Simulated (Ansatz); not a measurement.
# CH5FO2Si: up Jacob's ladder to CCSD(T)

Aim: compute CH5FO2Si with functionals from several rungs and with coupled cluster. The yardstick is the atomisation energy at the CCSD(T) limit.

The runs use Ansatz 0.2.0, Gaussian basis; functionals in def2-TZVPP, the program's frozen cores in correlated methods.

The runs, in order: PBE-D4, r2SCAN-D4, PBE0-D4, B3LYP-D4, ωB97X-V, ωB97M-V, B2PLYP; CCSD(T)/def2-TZVPP; MP2/def2-QZVPP; extrapolation to the limit.

## Step 1: Structure used throughout

An earlier PBE0-D4/def2-TZVP relaxation fixed the geometry.

SMILES `OC(O)(F)[SiH3]`, 10 atoms, charge 0, spin multiplicity 1.

Atoms are counted from 1 here; the program's logs count them from 0.

Bond lengths: O1–C2 1.373 Å, O1–H6 0.968 Å, C2–O3 1.392 Å, C2–F4 1.375 Å, C2–Si5 1.928 Å, O3–H7 0.963 Å, Si5–H8 1.482 Å, Si5–H9 1.482 Å, Si5–H10 1.487 Å. Angles: C2–O1–H6 107.7°, O1–C2–O3 111.9°, O1–C2–F4 109.4°, O1–C2–Si5 109.1°, O3–C2–F4 103.2°, O3–C2–Si5 113.8°, F4–C2–Si5 109.1°, C2–O3–H7 107.8°, C2–Si5–H8 107.7°, C2–Si5–H9 110.3°, C2–Si5–H10 107.2°, H8–Si5–H9 111.1°, H8–Si5–H10 110.0°, H9–Si5–H10 110.5°.

## Step 2: PBE-D4 (GGA)

Contents of in.yaml:

```yaml
crystal:
  periodic: [false, false, false]
  atoms:
    - {symbol: O, position_ang: [-0.027223, 1.388515, -0.800542]}
    - {symbol: C, position_ang: [-0.323732, 0.077314, -0.522432]}
    - {symbol: O, position_ang: [0.272070, -0.794307, -1.429821]}
    - {symbol: F, position_ang: [-1.667850, -0.138276, -0.715029]}
    - {symbol: Si, position_ang: [0.117696, -0.292140, 1.317699]}
    - {symbol: H, position_ang: [-0.237607, 1.547035, -1.732179]}
    - {symbol: H, position_ang: [1.223783, -0.656479, -1.387800]}
    - {symbol: H, position_ang: [-0.367878, -1.655935, 1.632736]}
    - {symbol: H, position_ang: [-0.505089, 0.715055, 2.208084]}
    - {symbol: H, position_ang: [1.599030, -0.241882, 1.432184]}
basis:
  gaussian: {orbitals: def2-TZVPP}
hamiltonian: {xc: pbe, dispersion: d4}
output: {forces: true, orbitals: {seedname: orbitals}}
```

The run is started by

```console
$ ansatz run in.yaml --threads 4 --pin off --events-out ev --progress --plain --max-ram 10444MiB
```

Further steps of the session: r2SCAN-D4 (meta-GGA); PBE0-D4 (hybrid); B3LYP-D4 (hybrid); ωB97X-V (range-separated); ωB97M-V (range-separated); B2PLYP (double hybrid); CCSD(T) in def2-TZVPP; MP2 in def2-QZVPP.

Q: Predict the results of all the runs planned. Wanted: atomisation energy, CCSD(T)/CBS; farthest; mean size of error, hybrid; mean size of error, range-separated; gap, smallest and largest; T1 diagnostic; triples share of the correlation energy.

The runs gave:

| quantity | value |
| --- | --- |
| atomisation energy, CCSD(T)/CBS | 3537.8 kJ/mol |
| functionals within 17.7 kJ/mol (0.5 %) | r2SCAN-D4, ωB97X-V, ωB97M-V |
| farthest | PBE-D4 (+70.2 kJ/mol) |
| mean size of error, hybrid | 28.6 kJ/mol |
| mean size of error, range-separated | 6.6 kJ/mol |
| gap, smallest and largest | 6.42 eV (PBE-D4), 13.15 eV (ωB97X-V) |
| T1 diagnostic | 0.0125 |
| triples share of the correlation energy | 3.4 % |

**Reading.** PBE-D4 misses by +70.2 kJ/mol, or 7.8 kJ/mol for each of 9 bonds. Double hybrids carry the basis error of their MP2 part in triple zeta, and no dispersion term here, so their miss is partly the set-up's. Misses under about 17.7 kJ/mol are within the doubt on the reference itself, which lacks core-valence correlation, relativity and higher excitations. Hartree-Fock recovers 68 % of the binding; the rest is correlation. Orbital gaps span 6.4 to 13.1 eV; exact exchange widens them.
